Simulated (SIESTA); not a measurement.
TePd3:

```xyz
4
Lattice="-2.2987 2.2987 3.2677 2.2987 -2.2987 3.2677 2.2987 2.2987 -3.2677" Properties=species:S:1:pos:R:3 pbc="T T T"
Te    0.0000    0.0000    0.0000
Pd    0.0000    0.0000    3.2677
Pd    2.2987    0.0000    1.6338
Pd    0.0000    2.2987    1.6338
```

The cell comes from a database or a generator and needn't be the stable form of this composition.

* Program: SIESTA 5.4.2
* Task: single point
* Functional: PBEsol
* Potentials or basis: PseudoDojo 0.4 standard (PBEsol files)
* Basis: DZP (energy shift 0.003 Ry; two zetas on semicore shells)
* Grid cutoff: 800 Ry
* Energy shift: 0.003 Ry
* k mesh: 8 × 8 × 8
* Occupations: fermi-dirac, width 0.05 eV
* Spin: no spin polarisation

On this cell: pressure -6.0 GPa; largest force under 0.003 eV/Å; band gap on the k mesh none (metal or under the smearing width).

The same run follows on a disturbed copy (atoms moved at random, drawn with an rms of 0.05 Å):

```
Te Pd
1.0
    -2.29868    2.29868    3.26770
     2.29868   -2.29868    3.26770
     2.29868    2.29868   -3.26770
Te Pd
1 3
Direct
  0.00523 0.99602 0.99398
  0.50153 0.49575 0.01021
  0.25569 0.74431 0.49773
  0.74403 0.24426 0.49817
```

Question: What changes?

Answer: The energy (extrapolated to zero smearing) moves by +3.9 meV/atom; pressure -5.8 GPa; largest force 0.322 eV/Å; band gap on the k mesh none (metal or under the smearing width).

Forces in eV/Å, atoms in the order of the input:
```
Te   0.061  0.004 -0.153
Pd  -0.189 -0.166  0.200
Pd   0.148 -0.002 -0.132
Pd  -0.019  0.163  0.084
```

Stress tensor (GPa, compression positive):
```
-5.77 -0.01 -0.17
-0.01 -5.82 -0.09
-0.17 -0.09 -5.80
```

Caveats: the basis of atomic orbitals isn't converged, which shifts pressures, moduli and gaps.
